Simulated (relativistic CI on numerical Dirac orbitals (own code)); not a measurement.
# V³⁺: M2,3 absorption multiplets

Aim: the M2,3 absorption spectrum of V³⁺ in 5 surroundings, from the same atomic integrals.

The numbers are computed with relativistic CI on numerical Dirac orbitals (own code) version 1 (Dirac-Coulomb-Breit CI, KLI orbitals optimised for each configuration, model QED (radiative potential, 1s self-energy scaled to tabulated hydrogen-like ionisation energies), valence Slater integrals scaled by 0.9, multiplet model of core-to-valence dipole absorption), except any that are marked as measured or tabulated.

### 1 The system

```
ion                                            : V³⁺ (V IV)
nuclear charge                                 : 23
electrons                                      : 20
configurations                                 : [Ar] 3d2 → [Ne] 3s2 3p5 3d3
magnetising field for the dichroism, Lz and Sz : exchange field 10 meV on Sz; these come from the lowest magnetised state alone (0 K)
temperature of the isotropic spectrum          : 300 K
widths                                         : Lorentz 1.2 eV, Gauss 0.3 eV
surrounding 1                                  : free ion
surrounding 2                                  : D3d, 10Dq = 9300, Dsigma = 120, Dtau = -80 cm⁻¹
surrounding 3                                  : D3d, 10Dq = 25600, Dsigma = -620, Dtau = 170 cm⁻¹
surrounding 4                                  : D3d, 10Dq = 23850, Dsigma = 1090, Dtau = -70 cm⁻¹
surrounding 5                                  : Oh, 10Dq = 26050 cm⁻¹
```

### 2 Surrounding 1: free ion

Settings of the run:

```ini
atom V  Z=23  charge=3  electrons=20
nucleus A=51  rms_radius_fm=3.6002
hamiltonian dirac-coulomb  breit=on  qed=on  c_scale=1
orbitals kli  potential=per-configuration
slater_scale 0.9
correlation none
mixing on
configurations
  [Ar] 3d2
  [Ne] 3s2 3p5 3d3
end
absorption M2,3 T=300 lorentz=1.2 gauss=0.3
crystal_field free
```

### 3 Surrounding 2: D3d, 10Dq = 9300, Dsigma = 120, Dtau = -80

Settings: those of step 2 with these lines changed.

```diff
@@ -12,2 +12,2 @@
 absorption M2,3 T=300 lorentz=1.2 gauss=0.3
-crystal_field free
+crystal_field D3d 10Dq=9300 Dsigma=120 Dtau=-80
```

### 4 Surrounding 3: D3d, 10Dq = 25600, Dsigma = -620, Dtau = 170

Settings: those of step 3 with these lines changed.

```diff
@@ -12,2 +12,2 @@
 absorption M2,3 T=300 lorentz=1.2 gauss=0.3
-crystal_field D3d 10Dq=9300 Dsigma=120 Dtau=-80
+crystal_field D3d 10Dq=25600 Dsigma=-620 Dtau=170
```

### 5 Surrounding 4: D3d, 10Dq = 23850, Dsigma = 1090, Dtau = -70

Settings: those of step 4 with these lines changed.

```diff
@@ -12,2 +12,2 @@
 absorption M2,3 T=300 lorentz=1.2 gauss=0.3
-crystal_field D3d 10Dq=25600 Dsigma=-620 Dtau=170
+crystal_field D3d 10Dq=23850 Dsigma=1090 Dtau=-70
```

### 6 Surrounding 5: Oh, 10Dq = 26050

Settings: those of step 5 with these lines changed.

```diff
@@ -12,2 +12,2 @@
 absorption M2,3 T=300 lorentz=1.2 gauss=0.3
-crystal_field D3d 10Dq=23850 Dsigma=1090 Dtau=-70
+crystal_field Oh 10Dq=26050
```

(Steps that only read results are left out.)

Before running it: what results should come out? Wanted: highest peak, first run; ground spin; core spin-orbit splitting.

The runs gave:

| surrounding | ground S | Lz (0 K) | Sz (0 K) | centroid (eV) | share of the lower edge | up to four highest peaks (% of the highest), eV |
| --- | --- | --- | --- | --- | --- | --- |
| 1: free | 1.00 | 2.79 | -0.79 | 52.08 | - | 47.5 (63), 51.2 (22), 53.5 (100), 56.5 (64) |
| 2: D3d | 1.00 | 0.17 | -0.96 | 52.21 | - | 44.5 (11), 48.2 (64), 54.0 (100), 57.5 (44) |
| 3: D3d | 1.00 | 1.39 | -1.00 | 52.41 | - | 44.0 (9), 49.5 (69), 55.2 (100), 59.2 (21) |
| 4: D3d | 1.00 | 1.15 | -1.00 | 52.40 | - | 44.0 (9), 49.2 (71), 55.0 (100), 59.0 (24) |
| 5: Oh | 1.00 | 1.31 | -1.00 | 52.41 | - | 44.0 (9), 49.5 (69), 55.0 (100), 59.2 (21) |

```
                                 quantity    value
                  highest peak, first run  53.5 eV
      ground spin (effective S from ⟨S²⟩)     1.00
core spin-orbit splitting (without Breit)  0.86 eV
```

The position of the maximum differs by up to 1.8 eV between the surroundings, by shifts of peaks or by peaks exchanging rank. Edge positions are free-ion values and differ from those in solids by a few eV or more.
